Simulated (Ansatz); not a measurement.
Ca, space group I4/mmm, a surface slab

Computed with Ansatz 0.2.0 through its Python package.

`slab_ca.py`
```python
import warnings

import ansatz
from ase import Atoms
from ase.build import surface
import numpy as np

warnings.simplefilter("ignore", ansatz.DeckWarning)

atoms = Atoms(
    ["Ca"],
    scaled_positions=[
        (0.5, 0.5, 0.0),
    ],
    cell=[
        (-2.205205, 2.205205, 2.196115),
        (2.205205, -2.205205, 2.196115),
        (2.205205, 2.205205, -2.196115),
    ],
    pbc=True,
)
slab = surface(atoms, (0, 0, 1), 4, vacuum=8.0)
slab.pbc = True

print(slab.get_chemical_formula(), "area {:.3f} A^2, cell height {:.2f} A".format(np.linalg.norm(np.cross(slab.cell[0], slab.cell[1])), slab.cell[2, 2]))


def prepared(structure):
    return (
        ansatz.Crystal.from_ase(structure).calculation()
        .occupations(ansatz.OccupationsMethod.FERMI_DIRAC, width=0.1)
        .functional("pbesol")
    )


job = (
    prepared(slab)
    .kpoints(5, 5, 1)
    .electric_field(axis=3, dipole_correction=True)
    .relax(force_tolerance=0.03, max_steps=30)
)
result = job.run(threads=1, pin="off")
r = result.report

print(f"slab free energy {r['free_energy_ev']:.4f} eV, Fermi level {r['fermi_energy_ev']:.3f} eV")
for key, value in r["work_function"].items():
    if isinstance(value, float):
        print(f"{key:34s} {value:12.5f}")

bulk = prepared(atoms).kpoints(7, 7, 7).run(threads=1, pin="off").report
excess = r["free_energy_ev"] - bulk["free_energy_ev"] * len(slab) / len(atoms)
area = np.linalg.norm(np.cross(slab.cell[0], slab.cell[1]))
print(f"mean surface energy {excess / (2 * area) * 16.02177:.3f} J/m^2 ({1000 * excess / (2 * area):.1f} meV/A^2)")

print("atom   z before  z after (A)")
for atom, site in zip(slab, result.lattice.sites):
    print(f"{atom.symbol:3s} {atom.z:9.3f} {site.position_ang[2]:9.3f}")
```

Running `python slab_ca.py` prints:
```text
Ca4 area 13.698 A^2, cell height 25.36 A
RunWarning: efield: at this solve's end the planar-averaged density reaches 1.09e-5 e/Å³ inside the ramp window [0.9106, 0.0894] (bound 1e-5 e/Å³); the window's nearer edge stands 5.73 Å from this solve's nearest atom along the axis. Its work functions, free energy, forces, stress, dipole, levels and responses can be [...]
slab free energy -7174.0976 eV, Fermi level 1.027 eV
ramp_position                           0.95000
ramp_width                              0.10000
amplitude_v_ang                         0.00000
dipole_field_v_ang                      0.00000
dipole_moment_e_ang                     0.00000
phi_plus_ev                             2.82496
phi_minus_ev                            2.82497
vacuum_level_plus_ev                    3.85197
vacuum_level_minus_ev                   3.85199
flatness_plus_ev_ang                    0.00068
flatness_minus_ev_ang                   0.00068
ramp_density_extremum_e_ang3            0.00001
ramp_density_minimum_e_ang3             0.00000
ramp_density_bound_e_ang3               0.00001
ramp_density_effective_e_ang3           0.00001
plane_spacing_ang                       0.14087
mean surface energy 0.498 J/m^2 (31.1 meV/A^2)
atom   z before  z after (A)
Ca      8.000     8.297
Ca     11.119    11.187
Ca     14.237    14.169
Ca     17.356    17.059
```
(Warnings from the package without file and line, shortened.)

Notes:
- Absolute energies stand on the zero of these potentials, so only differences at equal settings mean something. A total without «per atom» is that of the cell as typed.
- The density doesn't vanish in the vacuum (a short gap or a low cutoff), which blurs the vacuum level.
- For a metal this k-point mesh is coarse: on a finer one energies can move by several to tens of meV an atom and pressures by half a GPa or more, differences at one mesh by less.
- Only differences from the Fermi energy are physical; the zero of the scale is a convention.
- Within a few hundredths of an angstrom the cell has the higher group Im-3m; the lower one is a small distortion.
- These metals are very soft, so angles and axial ratios aren't settled by this mesh and stress tolerance.
- This isn't the structure that Ca takes at ambient conditions.
- The slab is thin and cut from the structure as given; a cut can leave two unlike or polar faces, and the surface energy is then their mean. Miller indices refer to the vectors of the cell as typed, and the lattice isn't relaxed for this functional, so relaxation and surface energy can hold strain.
- The script silences the warnings on its input, which a real study should read.
- It ran for 21 s on 1 thread of Arm Neoverse V2, with other jobs on the host, peak memory 0.55 GiB.

(Lines on the test bed's own set-up are left out of the output.)
